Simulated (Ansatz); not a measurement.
Run this with the Python package of Ansatz (0.2.0) and show what comes out.

`x2c_brmg.py`
```python
# -*- coding: utf-8 -*-
"""Scalar relativity in BrMg(-)."""

import ansatz
import numpy as np

params = {
    "functional": "PBE0",
    "vdw": "d4",
    "charge": -1,
}

geometry_ang = [
    ("Mg", (0.0, 0.0, 0.0)),
    ("Br", (0.0, 0.0, 2.57)),
]
brmg = ansatz.Crystal.molecule()
for symbol, xyz in geometry_ang:
    brmg = brmg.atom(symbol, xyz)

model = (
    brmg.calculation()
    .functional(params["functional"], dispersion=params["vdw"])
    .charge(params["charge"])
    .forces()
)
# a set contracted for a scalar-relativistic Hamiltonian goes with the relativistic run
sets = {"none": "cc-pVTZ", "scalar": "cc-pVTZ-DK"}
found = {kind: model.basis(gaussian=basis).pseudopotentials(relativity=kind).run(threads=1).report for kind, basis in sets.items()}
for kind, each in found.items():
    dipole = 4.803205 * np.linalg.norm(each["charge_distribution"]["dipole_moment_e_ang"])
    print(f"{kind:7s} E = {each['free_energy_ev']:.4f} eV  dipole {dipole:.3f} D  largest force component {np.abs(each['forces_ev_ang']).max():.4f} eV/A")
print(f"relativity lowers the total energy by {found['none']['free_energy_ev'] - found['scalar']['free_energy_ev']:.3f} eV")
```

```console
$ python x2c_brmg.py
none    E = -75484.0812 eV  dipole 5.466 D  largest force component 0.1032 eV/A
scalar  E = -76365.5467 eV  dipole 5.397 D  largest force component 0.0724 eV/A
relativity lowers the total energy by 881.465 eV
```

Caveats:
- Total energies depend on the basis set; only differences at equal settings carry meaning.
- The geometry is a force-field or estimated start, not a minimum of this method. The basis set changes with the Hamiltonian (a set recontracted for scalar relativity), and most of the change in the total lies in the cores.
- An ion's dipole depends on the origin; the program takes it about the centre of nuclear charge.
- The spin state was assumed, and another may lie lower.
- Anions want diffuse functions, which this basis lacks.
- Hardware and time: 5.1 s on 1 thread of Arm Neoverse V1, on a shared host, peak memory 0.19 GiB.
